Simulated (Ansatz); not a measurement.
# C₆H₅N: basis-set convergence

An exercise on one series of results from a longer session: the logs are not shown, and one member is left open.

Computed with Ansatz 0.2.0, Gaussian basis. Level: one geometry, several basis sets.

Levels to be run: PBE0-D4/def2-SVP; ωB97M-V/def2-SVP; PBE0-D4/def2-QZVPP; ωB97M-V/def2-QZVPP; the functionals' def2-TZVPP values are taken from earlier runs.

**The relaxed structure**

The geometry comes from an earlier relaxation with PBE0-D4 in a triple-zeta def2 set; it is a stationary point, not always the lowest conformer.

SMILES `N#CC1=CCC=C1`, 12 atoms, charge 0, spin multiplicity 1.

Atoms are counted from 1 here; the program's logs count them from 0.

Bond lengths: N1–C2 1.152 Å, C2–C3 1.419 Å, C3–C4 1.348 Å, C3–C7 1.466 Å, C4–C5 1.487 Å, C4–H8 1.080 Å, C5–C6 1.492 Å, C5–H9 1.098 Å, C5–H10 1.098 Å, C6–C7 1.339 Å, C6–H11 1.081 Å, C7–H12 1.081 Å. Angles: N1–C2–C3 179.0°, C2–C3–C4 126.0°, C2–C3–C7 124.5°, C4–C3–C7 109.5°, C3–C4–C5 108.6°, C3–C4–H8 126.2°, C5–C4–H8 125.1°, C4–C5–C6 103.7°, C4–C5–H9 111.6°, C4–C5–H10 111.6°, C6–C5–H9 112.2°, C6–C5–H10 112.2°, H9–C5–H10 105.6°, C5–C6–C7 109.6°, C5–C6–H11 124.0°, C7–C6–H11 126.4°, C3–C7–C6 108.5°, C3–C7–H12 124.1° and more.

The first run:

Input file in.yaml:

```yaml
crystal:
  periodic: [false, false, false]
  atoms:
    - {symbol: N, position_ang: [0.888684, -3.255605, 1.010964]}
    - {symbol: C, position_ang: [0.594642, -2.189254, 0.689135]}
    - {symbol: C, position_ang: [0.245059, -0.878555, 0.271110]}
    - {symbol: C, position_ang: [-0.502662, 0.001488, 0.967207]}
    - {symbol: C, position_ang: [-0.628028, 1.251742, 0.172358]}
    - {symbol: C, position_ang: [0.148737, 0.962074, -1.067554]}
    - {symbol: C, position_ang: [0.652108, -0.277046, -1.001850]}
    - {symbol: H, position_ang: [-0.942077, -0.163323, 1.940297]}
    - {symbol: H, position_ang: [-1.678080, 1.491313, -0.041619]}
    - {symbol: H, position_ang: [-0.232150, 2.118852, 0.717525]}
    - {symbol: H, position_ang: [0.271998, 1.662470, -1.881422]}
    - {symbol: H, position_ang: [1.258870, -0.779356, -1.742153]}
basis:
  gaussian: {orbitals: def2-SVP}
hamiltonian: {xc: pbe0, dispersion: d4}
output: {orbitals: {seedname: orbitals}}
```

Steps of the session up to this table: PBE0-D4 in def2-SVP; ωB97M-V in def2-SVP; PBE0-D4 in def2-QZVPP; ωB97M-V in def2-QZVPP.

One of the session's tables, all rows but one given; the rest of the session is left out.

It belongs to the step «Functionals by basis». 

```
functional       basis  HOMO (eV)
   PBE0-D4    def2-SVP      -7.11
   PBE0-D4  def2-TZVPP      -7.16
   PBE0-D4  def2-QZVPP      -7.18
   ωB97M-V    def2-SVP          ?
   ωB97M-V  def2-TZVPP      -9.29
   ωB97M-V  def2-QZVPP      -9.30
```

**Question.** Estimate the row for ωB97M-V, def2-SVP.

As computed: HOMO (eV): -9.23. In the column «HOMO (eV)» it lies between ωB97M-V, def2-TZVPP (-9.29) and PBE0-D4, def2-QZVPP (-7.18).
